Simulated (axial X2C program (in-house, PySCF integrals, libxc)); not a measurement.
# All-electron X2C curves of CsP, part 2 of 2

Computed with an in-house X2C program for linear molecules on PySCF integrals; all-electron X2C, Cs dyall-cv3z, P dyall-v3z. Earlier steps stand in the parts before.

## 11. PBE0, 2c

State followed: Ω = 1 (excess of +ω over −ω: ω = -1/2, ω = 3/2). The scan is laid around 3.278 Å, a first estimate of the minimum, and this SCF restarts from the orbitals of the search.

The SCF at the reference distance of 3.278 Å:

```text
two-component X2C + atomic mean field  PBE0
basis functions 188  fitting functions 1005  grid points 5087
iter        total energy     max residual
   1      -8124.590352873     2.13e-05
   2      -8124.590352942     1.46e-05
   3      -8124.590352965     1.16e-05
   4      -8124.590353005     1.97e-06
   5      -8124.590353006     1.35e-06
converged
one-electron -11375.15594702  Coulomb 3339.60057592  exact exchange -53.51040730  xc functional -163.72327250  nuclear repulsion 133.18218396  atomic mean-field constant -4.98348606
```

Along the bond, energies from the lowest point:

| R (Å) | E (eV) | μ (D) | HOMO (eV) | LUMO (eV) | iterations |
| --- | --- | --- | --- | --- | --- |
| 2.852 | 0.3450 | -8.08 | -3.57 | -1.43 | 12 |
| 2.983 | 0.1414 | -8.71 | -3.56 | -1.28 | 10 |
| 3.081 | 0.0549 | -9.15 | -3.54 | -1.18 | 10 |
| 3.180 | 0.0113 | -9.56 | -3.52 | -1.17 | 10 |
| 3.278 | 0.0000 | -9.95 | -3.48 | -1.22 | 5 |
| 3.393 | 0.0176 | -10.37 | -3.44 | -1.28 | 10 |
| 3.507 | 0.0588 | -10.75 | -3.39 | -1.34 | 11 |
| 3.655 | 0.1350 | -11.19 | -3.32 | -1.42 | 11 |
| 3.835 | 0.2484 | -11.59 | -3.24 | -1.50 | 11 |
| 4.098 | 0.4267 | -11.87 | -3.14 | -1.61 | 11 |
| 4.458 | 0.6560 | -11.59 | -3.06 | -1.72 | 11 |
| 4.917 | 0.8862 | -10.71 | -3.01 | -1.83 | 11 |

Dipoles are positive if P is the positive end.

Outer spinors at the reference distance:

```
   ω  occupied  ε (eV)            atomic character     λ mixture
 1/2       yes  -28.99                   100% Cs s        100% σ
-1/2       yes  -28.99                   100% Cs s        100% σ
 1/2       yes  -16.00                    98% Cs p  68% π, 32% σ
-1/2       yes  -15.99                    99% Cs p  70% π, 30% σ
 1/2       yes  -14.50           80% Cs p, 18% P s  71% σ, 29% π
 3/2       yes  -14.39                   100% Cs p        100% π
-3/2       yes  -14.39                   100% Cs p        100% π
-1/2       yes  -14.33                    97% Cs p  70% σ, 30% π
 1/2       yes  -13.36  68% P s, 24% Cs p, 4% Cs d   97% σ, 3% π
-1/2       yes  -11.22   84% P s, 7% Cs p, 6% Cs d        100% σ
-1/2       yes   -4.96            93% P p, 5% Cs d        100% π
 3/2       yes   -4.93            93% P p, 5% Cs d        100% π
 1/2       yes   -4.11   84% P p, 7% Cs s, 6% Cs d        100% σ
-1/2       yes   -3.48  80% P p, 10% Cs s, 7% Cs d        100% σ
-1/2        no   -1.22  74% Cs s, 18% Cs p, 5% P p        100% σ
 1/2        no   -1.19  81% Cs s, 14% Cs p, 3% P p        100% σ
 1/2        no   -1.02  75% P p, 15% Cs d, 9% Cs p        100% π
-3/2        no   -0.99  75% P p, 16% Cs d, 9% Cs p        100% π
```

PBE0 fields in the half plane through the axis: z from -2.4 to 5.4 Å across, distance from the axis 0.15 to 2.25 Å upwards; Cs lies at z = 0 and P at z = 3.278 Å; the ELF is damped to zero where the density is low.

log10 density (e/bohr³). Ten even steps from '0' (-4.21 ) to '9' (1.84 ):
```
000011111111111122222111100
001112222222222222222222111
011222333332222233333322211
112233444443333333444333221
112334455544333344444443322
122345556554434445555444332
123345677765444455565544332
123445689865444455787554332
```

ELF. Ten even steps from '0' (0.00 ) to '9' (0.95 ):
```
000000000000001222222211000
000000122100002444444443210
000012455420002566666665431
000135778762003777778887653
011367888885104888888998875
013578743477314898657999986
124687347437415995020799987
125786277736515991867299997
```

Re = 3.269 Å, ωe = 167.5 cm⁻¹, ωexe = 0.577 cm⁻¹, Be = 0.0628 cm⁻¹, De = 1.43 eV, μ = -9.91 D.

## 12. HF, 2c

The SCF at the reference distance of 3.278 Å:

```text
two-component X2C + atomic mean field  HF
basis functions 188  fitting functions 1005  grid points 5087
iter        total energy     max residual
   1      -8121.398302404     3.06e-01
   2      -8121.420605080     5.22e-03
   3      -8121.421287330     1.69e-03
   4      -8121.421394899     7.61e-04
   5      -8121.421432588     3.89e-04
   6      -8121.421450893     2.11e-04
   7      -8121.421456931     1.14e-04
   8      -8121.421459997     4.82e-05
   9      -8121.421460452     4.50e-05
  10      -8121.421460717     4.20e-05
  11      -8121.421460940     3.88e-05
  12      -8121.421461250     3.38e-05
  13      -8121.421461839     2.10e-05
  14      -8121.421462188     5.45e-06
  15      -8121.421462215     1.28e-06
  16      -8121.421462215     3.97e-07
converged
one-electron -11373.69265331  Coulomb 3338.19263559  exact exchange -214.12014239  xc functional 0.00000000  nuclear repulsion 133.18218396  atomic mean-field constant -4.98348606
```

No constants are quoted: the solution changes its character somewhere along the scan, so the fit is set aside.

## 13. BHandHLYP, 2c

Output at 3.278 Å:

```text
two-component X2C + atomic mean field  BHandHLYP
basis functions 188  fitting functions 1005  grid points 5087
iter        total energy     max residual
   1      -8125.067464895     1.08e-01
   2      -8125.069308861     2.49e-03
   3      -8125.069362659     1.29e-03
   4      -8125.069397900     2.85e-04
   5      -8125.069399871     6.31e-05
   6      -8125.069400326     4.56e-05
   7      -8125.069400608     4.17e-05
   8      -8125.069400904     3.63e-05
   9      -8125.069401333     2.60e-05
  10      -8125.069401708     1.06e-05
  11      -8125.069401781     2.90e-06
  12      -8125.069401787     1.19e-06
  13      -8125.069401788     3.22e-07
converged
one-electron -11374.97889298  Coulomb 3339.44813562  exact exchange -107.03777931  xc functional -110.69956301  nuclear repulsion 133.18218396  atomic mean-field constant -4.98348606
```

Re = 3.313 Å, ωe = 165.3 cm⁻¹, ωexe = 0.53 cm⁻¹, Be = 0.06113 cm⁻¹, De = 1.30 eV, μ = -10.71 D.

## 14. B97-3, 2c

Output at 3.278 Å:

```text
two-component X2C + atomic mean field  B97-3
basis functions 188  fitting functions 1005  grid points 5087
iter        total energy     max residual
   1      -8124.611393571     7.54e-02
   2      -8124.612230354     1.92e-03
   3      -8124.612247413     6.98e-04
   4      -8124.612256377     1.49e-04
   5      -8124.612257408     5.98e-05
   6      -8124.612257684     2.14e-05
   7      -8124.612257789     1.74e-05
   8      -8124.612257844     1.46e-05
   9      -8124.612257923     8.75e-06
  10      -8124.612257965     2.53e-06
  11      -8124.612257969     6.12e-07
  12      -8124.612257969     1.14e-07
converged
one-electron -11375.29682926  Coulomb 3339.74614257  exact exchange -57.64002786  xc functional -159.62024132  nuclear repulsion 133.18218396  atomic mean-field constant -4.98348606
```

No constants are quoted: the solution changes its character somewhere along the scan, so the fit is set aside.

## 15. r2SCAN, 2c

The SCF at the reference distance of 3.278 Å:

```text
two-component X2C + atomic mean field  r2SCAN
basis functions 188  fitting functions 1005  grid points 5087
iter        total energy     max residual
   1      -8125.029640571     1.51e-01
   2      -8125.032435991     2.63e-03
   3      -8125.032459041     2.74e-03
   4      -8125.032531090     1.88e-04
   5      -8125.032530925     2.01e-04
   6      -8125.032532740     3.40e-05
   7      -8125.032532763     3.07e-05
   8      -8125.032532770     3.73e-06
   9      -8125.032532771     1.15e-06
converged
one-electron -11374.63105100  Coulomb 3339.08412578  exact exchange 0.00000000  xc functional -217.68430545  nuclear repulsion 133.18218396  atomic mean-field constant -4.98348606
```

No constants are quoted: the solution changes its character somewhere along the scan, so the fit is set aside.

## 16. Correlated methods, 2c

Correlated methods: 14 electrons correlated (frozen shells, counted by type: Cs 4 s, 3 p, 2 d; P 2 s, 1 p), 266 virtual spinors in MP2, 132 natural virtuals in coupled cluster.

Output of the correlated part at 3.278 Å:

```text
correlated 14  virtual 266  natural virtual 132  E(MP2) -0.275635718  MP2 remainder -0.002934501
iter   CCSD correlation   residual
   1     -0.298786646   1.11e-01
   2     -0.306315423   3.77e-02
   3     -0.307240209   1.53e-02
   4     -0.307331624   6.52e-03
   5     -0.307345467   2.25e-03
   6     -0.307342894   1.07e-03
   7     -0.307341192   4.16e-04
   8     -0.307343923   1.85e-04
   9     -0.307343469   1.16e-04
  10     -0.307342902   8.69e-05
  11     -0.307342455   6.73e-05
  12     -0.307342359   4.84e-05
  13     -0.307342472   3.29e-05
  14     -0.307342591   2.11e-05
  15     -0.307342622   1.39e-05
  16     -0.307342597   7.73e-06
  17     -0.307342584   3.47e-06
(T) -0.011693090  T1 0.0171  D1 0.0442  max T2 0.061
```

MP2: No constants are quoted: the reference changes its character somewhere along the scan, so the fit is set aside.

CCSD: No constants are quoted: the reference changes its character somewhere along the scan, so the fit is set aside.

CCSD(T): No constants are quoted: the reference changes its character somewhere along the scan, so the fit is set aside.

## 17. A higher determinant, 2c

State: Ω = 2 (excess of +ω over −ω: ω = 1/2, ω = 3/2).

Output at the reference distance:

```text
two-component X2C + atomic mean field  PBE0
basis functions 188  fitting functions 1005  grid points 5087
iter        total energy     max residual
   1      -8124.578952976     2.61e-05
   2      -8124.578953063     1.82e-05
   3      -8124.578953092     1.47e-05
   4      -8124.578953144     2.51e-06
   5      -8124.578953146     6.44e-07
converged
one-electron -11374.28397867  Coulomb 3338.71697928  exact exchange -53.50551257  xc functional -163.70513908  nuclear repulsion 133.18218396  atomic mean-field constant -4.98348606
```

| R (Å) | E above the lowest PBE0 point (eV) |
| --- | --- |
| 2.852 | 0.290 |
| 2.983 | 0.234 |
| 3.081 | 0.235 |
| 3.180 | 0.263 |
| 3.278 | 0.310 |
| 3.393 | 0.383 |
| 3.507 | 0.469 |
| 3.655 | 0.591 |
| 3.835 | 0.746 |

Re = 3.028 Å, ωe = 187.5 cm⁻¹, ωexe = 0.727 cm⁻¹, Be = 0.07321 cm⁻¹, μ = -9.80 D. Te = 0.23 eV.

State: Ω = 1 (excess of +ω over −ω: 2 × ω = 1/2).

Output at the reference distance:

```text
two-component X2C + atomic mean field  PBE0
basis functions 188  fitting functions 1005  grid points 5087
iter        total energy     max residual
   1      -8124.567737779     5.10e-06
   2      -8124.567737779     5.68e-06
converged
one-electron -11374.23902648  Coulomb 3338.67323031  exact exchange -53.50200577  xc functional -163.69863373  nuclear repulsion 133.18218396  atomic mean-field constant -4.98348606
```

| R (Å) | E above the lowest PBE0 point (eV) |
| --- | --- |
| 2.852 | 0.602 |
| 2.983 | 0.545 |
| 3.081 | 0.544 |
| 3.180 | 0.570 |
| 3.278 | 0.615 |
| 3.393 | 0.686 |
| 3.507 | 0.768 |
| 3.655 | 0.886 |
| 3.835 | 1.038 |

Re = 3.032 Å, ωe = 184.2 cm⁻¹, ωexe = 0.708 cm⁻¹, Be = 0.07298 cm⁻¹, μ = -9.80 D. Te = 0.54 eV.

## 18. The 2c curves together

Energy (eV) of the followed determinant, 2c, from each level's lowest point:

| R (Å) | PBE0 | HF (jumps) | MP2 (its reference jumps) | CCSD (its reference jumps) | CCSD(T) (its reference jumps) | BHandHLYP | B97-3 (jumps) | r2SCAN (jumps) |
| --- | --- | --- | --- | --- | --- | --- | --- | --- |
| 2.852 | 0.345 | 0.597 | 0.420 | n/a | n/a | 0.424 | 0.389 | 0.373 |
| 2.983 | 0.141 | 0.303 | 0.175 | 0.195 | 0.187 | 0.189 | 0.170 | 0.160 |
| 3.081 | 0.055 | 0.161 | 0.074 | 0.087 | 0.082 | 0.083 | 0.073 | 0.067 |
| 3.180 | 0.011 | 0.070 | 0.019 | 0.025 | 0.023 | 0.024 | 0.020 | 0.017 |
| 3.278 | 0.000 | 0.020 | 0.000 | 0.000 | 0.000 | 0.000 | 0.000 | 0.000 |
| 3.393 | 0.018 | 0.000 | 0.011 | 0.005 | 0.007 | 0.006 | 0.008 | 0.011 |
| 3.507 | 0.059 | 0.012 | 0.048 | 0.038 | 0.041 | 0.038 | 0.042 | 0.047 |
| 3.655 | 0.135 | 0.059 | 0.122 | 0.108 | 0.112 | 0.107 | 0.111 | 0.116 |
| 3.835 | 0.248 | 0.149 | 0.235 | n/a | n/a | 0.216 | 0.219 | 0.221 |
| 4.098 | 0.427 | 0.306 | 0.411 | n/a | n/a | 0.395 | 0.398 | 0.387 |
| 4.458 | 0.656 | n/a | n/a | n/a | n/a | 0.632 | 0.649 | 0.600 |
| 4.917 | 0.886 | 1.005 | 1.505 | n/a | n/a | 0.861 | 0.906 | 0.816 |

The whole job took 5.3 min on 2 threads of Arm Neoverse V1, shared host.

## 19. Constants

What follows sums up all 2 parts.

Lowest determinant that the search found at its distance, spin-free: M_S = 1, Λ = 0 (beyond closed shells: π+α, π-α).

Lowest determinant that the search found at its distance, 2c: Ω = 1 (excess of +ω over −ω: ω = -1/2, ω = 3/2).

| Hamiltonian | level | Re (Å) | ωe (cm⁻¹) | De (eV) | μ (D) |
| --- | --- | --- | --- | --- | --- |
| spin-free | PBE0 | 3.270 | 167.3 | 1.42 | -9.94 |
| spin-free | BHandHLYP | 3.314 | 165.2 | 1.30 | -10.73 |
| 2c | PBE0 | 3.269 | 167.5 | 1.43 | -9.91 |
| 2c | BHandHLYP | 3.313 | 165.3 | 1.30 | -10.71 |

Dipoles are positive if P is the positive end. No constants: spin-free HF (the solution changes its character somewhere along the scan, so the fit is set aside); spin-free MP2 (the reference changes its character somewhere along the scan, so the fit is set aside); spin-free CCSD (the reference changes its character somewhere along the scan, so the fit is set aside); spin-free CCSD(T) (the reference changes its character somewhere along the scan, so the fit is set aside); spin-free B97-3 (the solution changes its character somewhere along the scan, so the fit is set aside); spin-free r2SCAN (the solution changes its character somewhere along the scan, so the fit is set aside); 2c HF (the solution changes its character somewhere along the scan, so the fit is set aside); 2c MP2 (the reference changes its character somewhere along the scan, so the fit is set aside); 2c CCSD (the reference changes its character somewhere along the scan, so the fit is set aside); 2c CCSD(T) (the reference changes its character somewhere along the scan, so the fit is set aside); 2c B97-3 (the solution changes its character somewhere along the scan, so the fit is set aside); 2c r2SCAN (the solution changes its character somewhere along the scan, so the fit is set aside).

Time per point (s) on 2 threads of Arm Neoverse V1, shared host (2c runs); the times are rough: PBE0 0.51, BHandHLYP 0.67.

At PBE0, going from spin-free to two-component changes Re by -1 mÅ, ωe by +0.1 %; the spin-free picture holds up (part of it comes from the scalar share of the two-electron terms). De moves by 0.00 eV; both De rest on single-determinant atoms, which can miss part of an open shell's spin–orbit lowering.

De refers to Cs + P, each in the lowest determinant found, which need not be this curve's own limit. The state is a single determinant with fixed occupations, the lowest that a limited PBE0 search found. De is counted from the lowest determinant-based energies of the atoms at the same level, without counterpoise correction. Density functionals use the spin component along the axis (collinear). With several unpaired electrons one determinant need not be a pure state.
